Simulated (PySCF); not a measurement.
**CH₇ClGeSi: electronic excitations and core binding energies**

Wanted: the electronic excitations and core binding energies of CH₇ClGeSi (`[SiH3][CH2][GeH2][Cl]`), by calculation.

The runs use PySCF 2.14.0, with density-fitted response routines of our own; the level of theory stands in each step. All values are computed, except where a source is named. Atoms count from 0, in the outputs and in this text.

## 1. The molecule as given

11 atoms, charge 0, multiplicity 1; geometry from: GFN2-xTB.

Bonds of the start (Å): Si0–C1 1.90, C1–Ge2 1.97, Ge2–Cl3 2.10, Si0–H4 1.47, Si0–H5 1.47, Si0–H6 1.46, C1–H7 1.09, C1–H8 1.09, Ge2–H9 1.51, Ge2–H10 1.52.

## 2. Excited states and response: CAM-B3LYP/def2-SVPD

Job settings and geometry (Å):

```
{"job": {"kind": "uv", "xc": "CAM-B3LYP", "basis": "def2-SVPD", "nstates": 8, "ntriplets": 3}, "charge": 0, "multiplicity": 1}
Si    -1.559447     0.532396     0.147269
C     -0.218335    -0.705459    -0.391249
Ge     1.603495    -0.195293     0.170083
Cl     2.194159     1.558752    -0.825467
H     -2.852717    -0.000843    -0.290347
H     -1.535714     0.653046     1.607610
H     -1.318584     1.835749    -0.470507
H     -0.224833    -0.807570    -1.476745
H     -0.439649    -1.689178     0.020534
H      1.719863     0.076618     1.655358
H      2.637185    -1.255549    -0.172504
```

Level: TDDFT CAM-B3LYP/def2-SVPD, vertical, gas phase, core orbitals frozen in the response.

Started as:

```sh
> OMP_NUM_THREADS=1 python probes_run.py task.json out
```

The driver reads the jobs from task.json and runs them one after another.

**Question.** This job is followed by: delta-SCF UKS SCAN, pcX-2 on the ionised atom, pcseg-1 elsewhere, spin-free X2C. What will the session give for the following? lowest singlet (CAM-B3LYP/def2-SVPD); brightest single state of those computed; lowest triplet; Si1s binding energies, SCAN/pcX-2; Si2p binding energies, SCAN/pcX-2; C1s binding energies, SCAN/pcX-2; Cl1s binding energies, SCAN/pcX-2; Cl2p binding energies, SCAN/pcX-2.

As calculated:

| quantity | value |
| --- | --- |
| lowest singlet (CAM-B3LYP/def2-SVPD) | 7.27 eV (171 nm), f = 0.013 |
| brightest single state of those computed | state 5, 8.12 eV, f = 0.141 |
| lowest triplet | 6.86 eV |
| Si1s binding energies, SCAN/pcX-2 | Si0 1846.50 eV |
| Si2p binding energies, SCAN/pcX-2 | Si0 106.98 eV |
| C1s binding energies, SCAN/pcX-2 | C1 290.24 eV |
| Cl1s binding energies, SCAN/pcX-2 | Cl3 2828.20 eV |
| Cl2p binding energies, SCAN/pcX-2 | Cl3 206.16 eV |

The lowest singlet, at 7.27 eV, is HOMO→LUMO 0.55, HOMO→LUMO+1 0.28 and is weak; of the 8 states computed, the strongest absorption comes from state 5 at 8.12 eV. The lowest triplet lies 0.40 eV below the lowest singlet (triplets in Tamm-Dancoff, singlets in full TDDFT).
